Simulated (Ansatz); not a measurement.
Relaxation of a periodic cell of 63 atoms, Si62P (host Si, host structure diamond, dopant P, one Si atom removed), cell charge +2, to a largest force component of 0.03 eV/Å in at most 60 steps.

The calculation used Ansatz 0.2.0, DFT PBE-D3(BJ), scalar-relativistic, plane waves, PAW. Settings: PAW set soft_1, cutoff 420 eV, k mesh 1x1x1, gaussian smearing 0.02 eV, spin collinear.

```xyz
63
Lattice="10.8600 0.0000 0.0000 0.0000 10.8600 0.0000 0.0000 0.0000 10.8600" Properties=species:S:1:pos:R:3
Si 5.461 -0.015 0.003
Si 6.762 1.371 1.350
Si 8.135 2.716 -0.011
Si 9.509 4.089 1.361
Si 8.150 -0.002 2.712
Si 9.523 1.321 4.077
Si 0.016 -0.009 0.026
Si 1.396 1.296 1.344
Si 2.725 2.690 -0.039
Si 4.100 4.062 1.374
Si 5.403 5.412 -0.006
Si 6.779 6.765 1.377
Si 8.162 8.153 0.011
Si 9.522 9.535 1.340
Si 2.698 0.062 2.669
Si 4.064 1.342 4.059
Si 5.398 2.745 2.683
Si 6.792 4.070 4.060
Si 8.100 5.431 2.709
Si 9.481 6.819 4.137
Si 5.444 -0.052 5.465
Si 6.757 1.326 6.763
Si 8.129 2.736 5.422
Si 9.507 4.067 6.814
Si 8.177 0.052 8.107
Si 9.464 1.370 9.576
Si 0.028 5.460 -0.045
P 2.671 8.215 -0.001
Si 4.051 9.469 1.353
Si -0.005 2.683 2.599
Si 1.370 4.073 4.066
Si 2.732 5.417 2.754
Si 4.075 6.803 4.089
Si 5.442 8.144 2.758
Si 6.782 9.508 4.041
Si 0.022 -0.043 5.450
Si 1.374 1.364 6.803
Si 2.730 2.686 5.385
Si 4.004 4.127 6.800
Si 5.471 5.356 5.397
Si 6.834 6.820 6.829
Si 8.171 8.169 5.432
Si 9.508 9.525 6.793
Si 2.651 -0.031 8.180
Si 4.093 1.381 9.565
Si 5.433 2.676 8.143
Si 6.788 4.058 9.507
Si 8.098 5.412 8.152
Si 9.532 6.821 9.496
Si -0.037 8.169 2.718
Si 1.411 9.479 4.125
Si -0.007 5.492 5.385
Si 1.342 6.856 6.791
Si 2.710 8.156 5.454
Si 4.095 9.546 6.761
Si -0.042 2.711 8.197
Si 1.361 4.051 9.524
Si 2.724 5.448 8.156
Si 4.081 6.769 9.525
Si 5.438 8.135 8.147
Si 6.809 9.538 9.557
Si 0.009 8.118 8.136
Si 1.416 9.501 9.491
```

Problem. Where does it end, and by what steps?

Solution. The forces met the threshold. The force dipped under the threshold on the way, but the program's further checks kept it going. Limits of this set-up: coarse k mesh, charged cell in a uniform background, uncorrected. After 6 steps the energy has fallen by 1.351 eV; Si27 moved furthest, 0.14 Å.

```tsv
step	energy less start (eV)	largest force component (eV/Å)	accepted
0	0.0000	1.629	yes
1	-1.2379	0.409	yes
2	-1.3064	0.202	yes
3	-1.3271	0.165	yes
4	-1.3457	0.101	yes
5	-1.3508	0.020	yes
6	-1.3508	0.020	yes
```

```xyz
63
Lattice="10.8600 0.0000 0.0000 0.0000 10.8600 0.0000 0.0000 0.0000 10.8600" Properties=species:S:1:pos:R:3
Si 5.448 0.018 -0.034
Si 6.791 1.361 1.361
Si 8.152 2.722 -0.008
Si 9.498 4.069 1.401
Si 8.158 -0.024 2.721
Si 9.493 1.334 4.086
Si 0.043 -0.021 0.006
Si 1.359 1.364 1.360
Si 2.720 2.721 -0.001
Si 4.025 4.119 1.348
Si 5.409 5.473 0.006
Si 6.793 6.789 1.361
Si 8.151 8.150 0.000
Si 9.548 9.455 1.348
Si 2.714 -0.020 2.676
Si 4.058 1.346 4.057
Si 5.405 2.729 2.721
Si 6.763 4.063 4.086
Si 8.119 5.420 2.730
Si 9.498 6.749 4.081
Si 5.442 0.013 5.412
Si 6.791 1.361 6.789
Si 8.144 2.715 5.434
Si 9.492 4.063 6.815
Si 8.167 0.012 8.137
Si 9.522 1.346 9.522
Si 0.012 5.442 0.095
P 2.702 8.132 0.018
Si 4.060 9.490 1.280
Si -0.011 2.690 2.730
Si 1.318 4.069 4.081
Si 2.622 5.444 2.707
Si 4.025 6.802 4.032
Si 5.409 8.144 2.677
Si 6.776 9.489 4.057
Si -0.002 -0.023 5.421
Si 1.358 1.362 6.788
Si 2.727 2.723 5.427
Si 4.058 4.092 6.803
Si 5.406 5.429 5.421
Si 6.791 6.789 6.788
Si 8.152 8.158 5.428
Si 9.522 9.489 6.803
Si 2.753 0.018 8.132
Si 4.087 1.381 9.493
Si 5.442 2.738 8.137
Si 6.776 4.092 9.521
Si 8.158 5.428 8.173
Si 9.548 6.802 9.553
Si 0.014 8.052 2.707
Si 1.371 9.456 4.032
Si -0.011 5.420 5.460
Si 1.359 6.789 6.785
Si 2.720 8.151 5.429
Si 4.087 9.517 6.769
Si -0.002 2.728 8.173
Si 1.371 4.118 9.553
Si 2.714 5.473 8.170
Si 4.059 6.869 9.520
Si 5.447 8.183 8.133
Si 6.810 9.516 9.493
Si 0.043 8.144 8.170
Si 1.440 9.490 9.520
```

Whether the end is a true minimum wasn't checked by a vibrational analysis.

The run took 85 s on 4 threads of Arm Neoverse V1, on a shared host, peak memory 1.6 GiB.
